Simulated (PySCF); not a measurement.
# Changing the system itself: MnH3⁺ (quartet)

Aim: change spin, charge, geometry, field or solvent of MnH3⁺ (quartet), one at a time, and compare with the base run.

Computed with PySCF 2.14.0. Level: method and basis as typed in the scripts.

3 further runs of the same task are left out: 3 that didn't finish.

### Step 1. The system as given

MnH3⁺ (quartet): 4 atoms, charge 1, spin multiplicity 4.

Bond lengths: Mn1–H2 1.722 Å, Mn1–H3 1.693 Å, Mn1–H4 1.544 Å, H2–H3 0.830 Å. Angles: H2–Mn1–H3 28.1°, H2–Mn1–H4 98.2°, H3–Mn1–H4 70.1°, Mn1–H2–H3 74.0°, Mn1–H3–H2 77.9°.

Coordinates:

```
Mn    0.00130   -0.01940    0.06360
H     0.82750    0.97620   -1.07310
H     0.19850    0.62750   -1.48840
H    -1.09840   -0.56090   -0.87600
```

### Step 2. The run that the others are compared with

Input file input.py:

```python
from pyscf import gto, scf, cc

mol = gto.M(
    atom='Mn 0.0013 -0.0194 0.0636; H 0.8275 0.9762 -1.0731; H 0.1985 0.6275 -1.4884; H -1.0984 -0.5609 -0.876',
    basis='6-31g*',
    charge=1,
    spin=3,
    verbose=4,
)
mf = scf.UHF(mol)
mf = mf.newton()
mf.kernel()
mycc = cc.CCSD(mf, frozen=5)
mycc.kernel()
e = mycc.eeccsd(nroots=3)[0]
print('roots (eV) =', (e*27.211386).round(3))
mf.dip_moment()
print('orbital energies (hartree):', [e[max(0, n-3):n+3].round(4) for e, n in zip(mf.mo_energy, mol.nelec)])
```

Started as:

```
$ OMP_NUM_THREADS=1 python input.py
```

Its log is not repeated here.

It gives: E(SCF) = -1150.996201 Eh, 12 macro-iterations, E(CCSD) − E(SCF) = -0.28714 Eh, ⟨S²⟩ = 4.360, excitation roots -0.519, 2.136, 2.265 eV.

⟨S²⟩ = 4.36 against 3.75 for a pure state: the determinant is spin-contaminated. Spin-unrestricted EOM-EE roots include spin flips and other components of the reference, which can be negative or near zero. The dipole of an ion depends on the origin. No search for the lowest state was made; open d or f shells can end in a higher solution. The quartet is typed in the script; nothing here shows that it is the ground state.

### Step 3. Electric field -0.01 a.u.

Variant 1 changes electric field: none → -0.01 a.u.

Input file input.py:

```python
from pyscf import gto, scf, cc

mol = gto.M(
    atom='Mn 0.0013 -0.0194 0.0636; H 0.8275 0.9762 -1.0731; H 0.1985 0.6275 -1.4884; H -1.0984 -0.5609 -0.876',
    basis='6-31g*',
    charge=1,
    spin=3,
    verbose=4,
)
mf = scf.UHF(mol)
field = -0.01  # electric field along z, atomic units
h = mf.get_hcore() + field*mol.intor('int1e_r')[2]
mf.get_hcore = lambda *args: h
e_nuc = mol.energy_nuc() - field*mol.atom_charges() @ mol.atom_coords()[:, 2]
mf.energy_nuc = lambda *args: e_nuc
mf = mf.newton()
mf.kernel()
mycc = cc.CCSD(mf, frozen=5)
mycc.kernel()
e = mycc.eeccsd(nroots=3)[0]
print('roots (eV) =', (e*27.211386).round(3))
mf.dip_moment()
print('orbital energies (hartree):', [e[max(0, n-3):n+3].round(4) for e, n in zip(mf.mo_energy, mol.nelec)])
```

Started as:

```
$ OMP_NUM_THREADS=1 python input.py
```

### Step 4. Doublet

Variant 2 changes spin (2S): 3 → 1.

Edit input.py of step 2 so:

```diff
@@ -6,3 +6,3 @@
     charge=1,
-    spin=3,
+    spin=1,
     verbose=4,
```

### Step 5. PCM, ε = 78.36

Variant 3 changes solvent: none (gas phase) → PCM, ε = 78.36; step after the SCF: eomee → analyze.

Input file input.py:

```python
from pyscf import gto, scf, solvent

mol = gto.M(
    atom='Mn 0.0013 -0.0194 0.0636; H 0.8275 0.9762 -1.0731; H 0.1985 0.6275 -1.4884; H -1.0984 -0.5609 -0.876',
    basis='6-31g*',
    charge=1,
    spin=3,
    verbose=4,
)
mf = scf.UHF(mol)
mf = solvent.PCM(mf)
mf.with_solvent.eps = 78.36
mf = mf.newton()
mf.kernel()
mf.analyze()
print('orbital energies (hartree):', [e[max(0, n-3):n+3].round(4) for e, n in zip(mf.mo_energy, mol.nelec)])
```

### Step 6. Sextet

Variant 4 changes spin (2S): 3 → 5.

Edit input.py of step 2 so:

```diff
@@ -6,3 +6,3 @@
     charge=1,
-    spin=3,
+    spin=5,
     verbose=4,
```

### Step 7. Octet

Variant 5 changes spin (2S): 3 → 7.

Edit input.py of step 2 so:

```diff
@@ -6,3 +6,3 @@
     charge=1,
-    spin=3,
+    spin=7,
     verbose=4,
```

**Question.** What will these runs give? Wanted: for each run, E(SCF); from base; gap, α spin; after the SCF.

As calculated:

| run | E(SCF) (hartree) | from base (eV) | cycles | gap, α spin (eV) | after the SCF |
| --- | --- | --- | --- | --- | --- |
| base | -1150.996201 | 0 | 12 macro | 11.32 | CCSD correlation -7.814 eV, core frozen, first root -0.52 eV |
| electric field -0.01 a.u. | -1150.988709 | not comparable | 10 macro | 10.53 | CCSD correlation -7.907 eV, core frozen, first root -1.33 eV |
| doublet | -1150.949024 | +1.2838 | 19 macro | 11.38 | CCSD correlation -8.369 eV, core frozen, first root -1.43 eV |
| PCM, ε = 78.36 | -1151.062519 | -1.8046 | 8 macro | 10.59 | n/a |
| sextet | -1151.091118 | -2.5828 | 10 macro | 9.35 | CCSD correlation -6.612 eV, core frozen, first root 0.01 eV |
| octet | -1150.978029 | +0.4945 | 7 macro | 8.23 | CCSD correlation -5.932 eV, core frozen, first root -3.75 eV |

In words: Of the runs whose energies can be compared, “sextet” moves the SCF energy most (-2.583 eV). The doublet solution found lies 1.28 eV above the base quartet at this geometry and level. A continuum solvent with ε = 78.36 lowers the energy by 1.805 eV, a large gain because the system is charged. The sextet solution found lies 2.58 eV below the base quartet at this geometry and level, so the base is not the lowest spin state. The octet solution found lies 0.49 eV above the base quartet at this geometry and level.
